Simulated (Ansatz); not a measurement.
# CuGe4: the cost of one run

Method: DFT PBE+D3(BJ), scalar-relativistic, plane waves, PAW, in Ansatz 0.2.0.

7 further runs of the same task are left out: 7 set aside as unsound or not needed.

## Step 1: The system as given

The structure is triclinic, space group P1 (No. 1). Conventional cell: a = 4.030 Å, b = 4.030 Å, c = 21.498 Å, α = 90.00°, β = 90.00°, γ = 120.00°. Ge (site symmetry 1) is surrounded by 3 Ge at 2.47 Å. Around Ge (site symmetry 1) lie 4 Ge at 2.47 to 2.61 Å. Ge (site symmetry 1) has 4 Ge at 2.45 to 2.61 Å as nearest neighbours. Ge (site symmetry 1) has 3 Ge at 2.45 Å as nearest neighbours. Cu (site symmetry 1) is surrounded by 1 Ge at 3.42 Å.

As a file:

```
CELL_PARAMETERS angstrom
4.03036 0.00000 0.00000
-2.01518 3.49039 0.00000
0.00000 0.00000 21.49841
ATOMIC_POSITIONS crystal
Ge 0.33333 0.66667 0.18606
Ge 0.00000 0.00000 0.22433
Ge 0.00000 0.00000 0.34592
Ge 0.66667 0.33333 0.38135
Cu 0.66667 0.55556 0.53485
```

This is the geometry of the first run shown, built on a cell relaxed beforehand with the same method.

## Step 2: The scan

Atoms count from 1 in the order of the input.

Cu is moved over the surface cell at a fixed height above a rigid substrate; the origin of the map has the adsorbate above Ge4; the height is held at 3.30 Å.

First coordinate, position of Cu5 along the first surface vector, from above Ge4: 9 values from 0.000 to 0.889, periodic. Second coordinate, position of Cu5 along the second surface vector, from above Ge4: 9 values from 0.000 to 0.889, periodic.

Nothing else is relaxed. Points are written as (first, second).

The two vectors of the plane (Å): (4.030, 0.000, 0.000); (-2.015, 3.490, 0.000).

## Step 3: Point (0/9, 2/9) of the map's two axes

The cell repeats along c, and a dipole correction in the vacuum removes the field between the copies.

Contents of input.yaml:

```yaml
crystal:
  lattice:
    - [4.0303587933, 0.0, 0.0]
    - [-2.0151793967, 3.4903931014, 0.0]
    - [0.0, 0.0, 21.4984134729]
  atoms:
    - { symbol: Ge, position: [0.3333333333, 0.6666666667, 0.1860602414] }
    - { symbol: Ge, position: [0.0, 0.0, 0.2243278812] }
    - { symbol: Ge, position: [0.0, 0.0, 0.3459155542] }
    - { symbol: Ge, position: [0.6666666667, 0.3333333333, 0.3813496974] }
    - { symbol: Cu, position: [0.6666666667, 0.5555555556, 0.5348493966] }
basis:
  ecutwfc: 420
kpoints:
  mp_grid: { grid: [9, 9, 1] }
hamiltonian:
  xc: pbe
  pseudopotentials: { kind: paw, azcp: { folder: soft_1 } }
  dispersion: d3bj
scf:
  occupations: { method: gaussian, width: 0.1 }
output:
  forces: true
  eigenvalues: true
efield:
  axis: 3
  dipole_correction: true
  ramp_width: 0.04
```

On the command line:

```sh
ansatz run input.yaml --threads 1 --pin off --max-ram 3072MiB --backend cpu --events-out ev --progress --plain --runs-dir out
```

**Question.** How long does this run take on 1 thread of Arm Neoverse V1, shared host, and how much memory does it need?

About 60 s, with a peak of 0.67 GiB.
